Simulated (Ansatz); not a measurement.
# CH5BCl2O2: the cost of one run

Program: Ansatz 0.2.0. Level of theory: RKS B3LYP/6-31G*. These are calculated values, not measurements.

### 1 The system as given

Bond lengths: B1–O2 1.760 Å, O2–H3 1.010 Å, B1–Cl4 1.860 Å, B1–Cl5 1.860 Å, B1–O6 1.710 Å, O6–C7 1.420 Å, C7–H8 1.110 Å, C7–H9 1.110 Å, C7–H10 1.110 Å, O2–H11 1.098 Å, O6–H11 1.123 Å. Angles (14 of 19 angles, heavy atoms first): O2–B1–Cl4 120.0°, O2–B1–Cl5 120.0°, O2–B1–O6 71.6°, Cl4–B1–Cl5 120.0°, Cl4–B1–O6 88.5°, Cl5–B1–O6 110.0°, B1–O6–C7 125.0°, B1–O2–H3 109.5°, B1–O2–H11 77.2°, B1–O6–H11 78.9°, C7–O6–H11 67.1°, O6–C7–H8 109.5°, O6–C7–H9 109.5°, O6–C7–H10 109.5°.

Coordinates:

```xyz
11

B     0.0000    0.0000    0.0000
O     0.0000    0.0000    1.7600
H    -0.9095   -0.2814    2.0971
Cl    1.6108    0.0000   -0.9300
Cl   -1.6108    0.0000   -0.9300
O     0.3647    1.5813    0.5392
C     1.3750    1.9075    1.4822
H     1.9270    0.9875    1.7670
H     2.0802    2.6371    1.0323
H     0.9087    2.3531    2.3856
H     0.2407    1.0435    1.5173
```

### 2 A restrained relaxation towards end A

Springs on the bonds that form and break draw the guess towards this end; the thresholds are loose.

The input, input.yaml:

```yaml
crystal:
  periodic: [false, false, false]
  atoms:
    - { symbol: B, position_ang: [0.0, 0.0, 0.0] }
    - { symbol: O, position_ang: [0.0, 0.0, 1.76] }
    - { symbol: H, position_ang: [-0.9095, -0.2814, 2.0971] }
    - { symbol: Cl, position_ang: [1.6108, 0.0, -0.93] }
    - { symbol: Cl, position_ang: [-1.6108, 0.0, -0.93] }
    - { symbol: O, position_ang: [0.3647, 1.5813, 0.5392] }
    - { symbol: C, position_ang: [1.375, 1.9075, 1.4822] }
    - { symbol: H, position_ang: [1.927, 0.9875, 1.767] }
    - { symbol: H, position_ang: [2.0802, 2.6371, 1.0323] }
    - { symbol: H, position_ang: [0.9087, 2.3531, 2.3856] }
    - { symbol: H, position_ang: [0.2407, 1.0435, 1.5173] }
basis:
  gaussian: { orbitals: "6-31G*" }
hamiltonian:
  xc: b3lyp
relax:
  f_tol: 0.15
  max_steps: 25
  restrain:
    - { distance: [0, 5], at: 2.61, k: 30.0 }
    - { distance: [10, 1], at: 2.21, k: 30.0 }
    - { distance: [0, 1], at: 1.41, k: 30.0 }
    - { distance: [10, 5], at: 1.01, k: 30.0 }
output:
  orbitals: {}
```

Command:

```console
> ansatz run input.yaml --threads 4 --pin off --max-ram 5120MiB --backend cpu --events-out ev --progress --plain --runs-dir out
```

**Question.** How long does this run take on 4 threads of AMD EPYC 7R43 (Zen 3), shared host, and how much memory does it need?

About 23 s, with a peak of 0.27 GiB.
